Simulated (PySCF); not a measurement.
**A gas-phase reaction: GeH6OSi + F2 → FGeH5OSi + FH**

Wanted: the reaction energy for `[OH][GeH2][SiH3]` + `FF` → `[OH][GeH]([F])[SiH3]` + `F`.

Computed with PySCF 2.14.0; each step states its level. No surroundings beyond the atoms listed, unless a continuum is named. Atoms count from 0, parts from 1.

## Step 1: The system as given

Each species was relaxed by itself at PBE0-D3(BJ)/def2-SVPD.

## Step 2: Energies of the species: wB97M-D3(BJ)/def2-TZVPD

What the job is given:

```
{"job": {"kind": "react", "xc": "wB97M-D3(BJ)", "basis": "def2-TZVPD"}, "charge": 0, "multiplicity": 1}
-1 GeH6OSi charge 0 multiplicity 1
O      1.449050    -1.322170    -0.344140
Ge     0.685200    -0.011060     0.630150
Si    -1.322370     0.486900    -0.549040
H      2.333580    -1.562620    -0.056400
H      1.660810     1.184860     0.710880
H      0.438250    -0.533170     2.063500
H     -2.073850     1.549400     0.185240
H     -2.167220    -0.739460    -0.639860
H     -0.992890     0.975710    -1.919590

-1 F2 charge 0 multiplicity 1
F      0.688930    -0.004860    -0.008330
F     -0.688930     0.004860     0.008330

+1 FGeH5OSi charge 0 multiplicity 1
O      1.803610    -0.399850     0.773660
Ge     0.136360     0.216570     0.843410
F     -0.760200    -0.877040     1.903190
Si    -0.760260    -0.009190    -1.351680
H      2.297850    -0.329850     1.595750
H      0.098210     1.559620     1.598380
H      0.107350     0.743160    -2.302660
H     -0.782520    -1.458290    -1.693680
H     -2.140190     0.555290    -1.366010

+1 FH charge 0 multiplicity 1
F      0.458980    -0.017160    -0.027000
H     -0.458980     0.017160     0.027000
```

Level: wB97M-D3(BJ)/def2-TZVPD reaction energy of separated species, gas phase.

The run is started by

```sh
$ OMP_NUM_THREADS=1 python cluster_run.py task.json out
```

One launch serves the whole session: the jobs run in the order shown.

**Question.** The jobs that follow are: PBE0-D3(BJ)/def2-TZVPD reaction energy of separated species, gas phase. Predict: reaction energy (wB97M-D3(BJ)/def2-TZVPD); ΔH, ΔG at 298 K (xTB thermal terms). Thermal terms come from harmonic xTB runs on each species.

As calculated:

| quantity | value |
| --- | --- |
| reaction energy (wB97M-D3(BJ)/def2-TZVPD) | -146.3 kcal/mol |
| ΔH, ΔG at 298 K (xTB thermal terms) | -144.2, -145.7 kcal/mol |
| range of the reaction energy over the runs of this table | -146.3 to -145.2 kcal/mol |

What this shows: The reaction is exothermic by 144.2 kcal/mol in the gas phase; dispersion gives -0.01, and xTB itself gave -119.3 for the electronic energy (xTB energies and thermal terms come from the earlier relaxation of each species, not shown). No barrier was sought. xTB and this level differ widely in the electronic energy, so what comes from xTB (the thermal terms above all) is less safe here. The reaction energy runs from -146.3 (wB97M-D3(BJ)/def2-TZVPD) to -145.2 kcal/mol (PBE0-D3(BJ)/def2-TZVPD).
